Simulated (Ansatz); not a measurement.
Consider a comparison of functionals at one structure of RhCl2, space group P4_2/mnm (the Ansatz DFT code, driven from Python).

Script `xc_rhcl2.py`:
```python
"""One structure of RhCl2 under several functionals."""

from dataclasses import dataclass

import ansatz as az
import numpy as np


@dataclass(frozen=True)
class Options:
    scf_tol: float = 1e-06
    cutoff: int = 630
    smearing: str = "fermi_dirac"
    width_ev: float = 0.1
    k_density: float = 3.4


settings = Options()

vectors = np.array([
    [5.689973, 0.0, 0.0],
    [0.0, 5.689973, 0.0],
    [0.0, 0.0, 3.728367],
])
xtal = (
    az.Lattice.of(vectors)
    .atom("Rh", (0.0, 0.0, 0.0))
    .atom("Rh", (0.5, 0.5, 0.5))
    .atom("Cl", (0.30262, 0.30262, 0.0))
    .atom("Cl", (0.69738, 0.69738, 0.0))
    .atom("Cl", (0.19738, 0.80262, 0.5))
    .atom("Cl", (0.80262, 0.19738, 0.5))
)

job = (
    xtal.calculation()
    .scf(tolerance=settings.scf_tol)
    .basis(settings.cutoff)
    .mixing("msr1", preconditioner="resta")
    .occupations(settings.smearing, width=settings.width_ev)
    .kpoints(density=settings.k_density)
    .accuracy("low")
    .forces()
    .stress()
)

rows = []
for value in ["revpbe", "lda", "pbe", "blyp", "pbesol"]:
    report = job.functional(value).run().report
    rows.append((value, report["free_energy_ev"] / len(report["lattice"]["sites"]), report["n_iterations"], sum(report["stress_gpa"][i][i] for i in range(3)) / 3, max(abs(f) for row in report["forces_ev_ang"] for f in row), report["n_kpoints"]))

print("  functional   F/atom (eV)    iterations       P (GPa)  max component (eV/A)      k-points")
for row in rows:
    print(f"{str(row[0]):>12s}  {row[1]:12.5f}  {row[2]:12d}  {row[3]:12.3f}  {row[4]:20.4f}  {row[5]:12d}")
```

Which functional puts this cell under the lowest pressure, and which under the highest?

From lowest to highest: LDA (-8.2 GPa), PBEsol (-5.3 GPa), PBE (-0.6 GPa), revPBE (1.6 GPa) and BLYP (4.8 GPa). At a fixed cell a lower pressure usually means a smaller equilibrium volume, so LDA prefers the smallest cell and BLYP the largest.

The run itself:

```console
$ python xc_rhcl2.py
DeckWarning: scf.convergence.dr2_threshold = 1e-6 eV is looser than this run's default, which is 1e-7 eV or tighter. The error in the forces grows as the threshold's square root, so leave the key out unless less accurate forces are enough
DeckWarning: output.stress: scf.convergence.dr2_threshold = 1e-6 eV is looser than the 6e-10 eV advised for a printed stress (1e-10 eV for each atom of the cell: 6). What an SCF threshold leaves in a [...]
  functional   F/atom (eV)    iterations       P (GPa)  max component (eV/A)      k-points
      revpbe   -2857.87349             6         1.610                0.0350            24
         lda   -2789.31678             6        -8.244                0.1144            24
         pbe   -2854.34026             6        -0.582                0.0459            24
        blyp   -2862.50501             6         4.798                0.0231            24
      pbesol   -2820.50878             6        -5.344                0.0935            24
```
(Warnings from the package without file and line, shortened.)

Reading the output:
- No spin polarisation was allowed.
- BLYP can be off by several per cent in the lattices of metals, and by several GPa in the pressure at a fixed cell.
- The mesh is modest for a metal, so energies can be off by several to tens of meV an atom and pressures by half a GPa or more; differences at equal mesh fare better.
- Pressure is positive in compression.
- This cell is a computed structure, which may not be the phase found in nature.
- Total energies of different functionals can't be compared; pressures, moments and gaps at this one structure can.
- Finished in 35 s on 1 thread of Arm Neoverse V2, on a shared host, peak memory 0.55 GiB.
